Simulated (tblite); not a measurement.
# H9NO2Si3: the cost of one run

Programs: tblite 0.8.0 and PySCF 2.14.0, with density-fitted response routines of our own. Each step states its level of theory. These are calculated values for one molecule in the gas phase, unless marked as measured. Atoms are numbered from 0 throughout.

## Step 1: The molecule as given

15 atoms, charge 0, multiplicity 1; geometry from: force field or distance geometry start.

Bonds of the start (Å): O0–Si1 1.72, Si1–O2 1.73, Si1–N3 1.73, N3–Si4 1.73, N3–Si5 1.76, O0–H6 1.00, Si1–H7 1.49, O2–H8 0.98, Si4–H9 1.46, Si4–H10 1.46, Si4–H11 1.49, Si5–H12 1.48, Si5–H13 1.47, Si5–H14 1.47.

## Step 2: Geometry optimisation with GFN2-xTB

The job: settings as JSON, then the geometry in Å.

```
{"job": {"kind": "relax", "xc": "GFN2-xTB", "basis": "xTB"}, "charge": 0, "multiplicity": 1}
O      2.377800     0.919100    -0.473500
Si     1.297400    -0.146600     0.332700
O      1.820700    -1.767600     0.004100
N     -0.308500     0.068600    -0.264000
Si    -0.985500     1.654200    -0.343100
Si    -1.405400    -1.301100    -0.198600
H      2.595300     1.680800     0.134500
H      1.490300     0.045500     1.797800
H      1.843900    -2.328800     0.810300
H     -1.707700     2.074500     0.858500
H      0.024600     2.657100    -0.669200
H     -1.969000     1.700400    -1.456900
H     -0.673600    -2.459200     0.371700
H     -2.599900    -1.096500     0.626500
H     -1.804900    -1.692600    -1.552800
```

On the command line:

```sh
$ OMP_NUM_THREADS=1 python probes_run.py task.json out
```

The driver reads the jobs from task.json and runs them one after another.

**Question.** How long does this first job take on 1 thread of Arm Neoverse V1, shared host, and how much memory does it need?

About 1.7 s, with a peak of 0.18 GiB.
